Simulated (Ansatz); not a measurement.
# MnHg: magnetic order and moments

The task here is to estimate one member of a computed series from the others.

Computed with Ansatz 0.2.0 (DFT PBE, scalar-relativistic, plane waves, PAW, unless a step's input says otherwise).

1 further run of the same task is left out (set aside as unsound or not needed).

### The starting structure

Symmetry: P4/mmm, No. 123, tetragonal system. Conventional cell: a = 3.288 Å, b = 3.288 Å, c = 3.313 Å, α = 90.00°, β = 90.00°, γ = 90.00°. Mn (site symmetry 4/mmm) has 8 Hg at 2.85 Å as nearest neighbours. Hg (site symmetry 4/mmm) has 8 Mn at 2.85 Å as nearest neighbours.

As a file:

```
CELL_PARAMETERS angstrom
3.28800 0.00000 0.00000
0.00000 3.28800 0.00000
0.00000 0.00000 3.31300
ATOMIC_POSITIONS crystal
Mn 0.50000 0.50000 0.50000
Hg 0.00000 0.00000 0.00000
```

The structure comes from the Crystallography Open Database; it is used as listed.

### The base input

File input.yaml:

```yaml
crystal:
  lattice:
    - [3.288, 0.0, 0.0]
    - [0.0, 3.288, 0.0]
    - [0.0, 0.0, 3.313]
  atoms:
    - { symbol: Mn, position: [0.5, 0.5, 0.5], spin: 4.23 }
    - { symbol: Hg, position: [0.0, 0.0, 0.0] }
basis:
  ecutwfc: 420
kpoints:
  mp_grid: { grid: [12, 12, 12] }
hamiltonian:
  xc: pbe
scf:
  occupations: { method: gaussian, width: 0.1 }
output:
  forces: true
  stress: true
  eigenvalues: true
  populations: true
  write_density: true
  write_potential: true
  elf: true
  volumetric_format: npy
magnetization:
  spin_polarized: true
```

It was run beforehand and gave: -8855.7953 eV/atom at zero smearing, pressure 2.02 GPa, largest force 0.000 eV/Å, no gap on the mesh, site moments Mn +3.85 μB, in 10 SCF cycles and 22 s.

Set-up of the first run:

File input.yaml:

```yaml
crystal:
  lattice:
    - [3.288, 0.0, 0.0]
    - [0.0, 3.288, 0.0]
    - [0.0, 0.0, 3.313]
  atoms:
    - { symbol: Mn, position: [0.5, 0.5, 0.5] }
    - { symbol: Hg, position: [0.0, 0.0, 0.0] }
basis:
  ecutwfc: 420
kpoints:
  mp_grid: { grid: [12, 12, 12] }
hamiltonian:
  xc: pbe
scf:
  occupations: { method: gaussian, width: 0.1 }
  lower_state_search: "off"
output:
  forces: true
  stress: true
  eigenvalues: true
```

Run with:

```bash
> ansatz run input.yaml --threads 1 --pin off --max-ram 2560MiB --backend cpu --events-out ev --progress --plain --runs-dir out
```

Steps of the session up to this table: Start: no spin polarisation; Magnetic start: ferromagnetic; Magnetic start: large parallel starting moments; Magnetic start: antiferromagnetic, doubled cell, propagation vector (0, 0, 1/2); Start: antiferromagnetic, doubled cell, propagation vector (0, 1/2, 0); Magnetic start: antiferromagnetic, doubled cell, propagation vector (0, 1/2, 1/2); Start: small parallel starting moments.

One of the session's tables, all rows but one given; the rest of the session is left out.

It belongs to the step «Which state is lowest». 

| start | energy above the lowest (meV/atom) | pressure (GPa) |
| --- | --- | --- |
| antiferromagnetic, doubled cell, propagation vector (0, 0, 1/2) | 0.00 | 1.5 |
| antiferromagnetic, doubled cell, propagation vector (0, 1/2, 0) | ? | ? |
| ferromagnetic | 22.9 | 2.0 |
| large parallel starting moments | 22.9 | 2.0 |
| small parallel starting moments | 22.9 | 2.0 |
| antiferromagnetic, doubled cell, propagation vector (0, 1/2, 1/2) | 53.3 | 2.5 |
| no spin | 718 | -14.1 |

**Question.** Estimate the row for antiferromagnetic, doubled cell, propagation vector (0, 1/2, 0).

As computed: energy above the lowest (meV/atom): 0.12; pressure (GPa): 1.5. In the column «energy above the lowest (meV/atom)» it lies between antiferromagnetic, doubled cell, propagation vector (0, 0, 1/2) (0.00) and ferromagnetic (22.9).

Caveats from the session: Only these starts were tried, so a lower state is not ruled out.
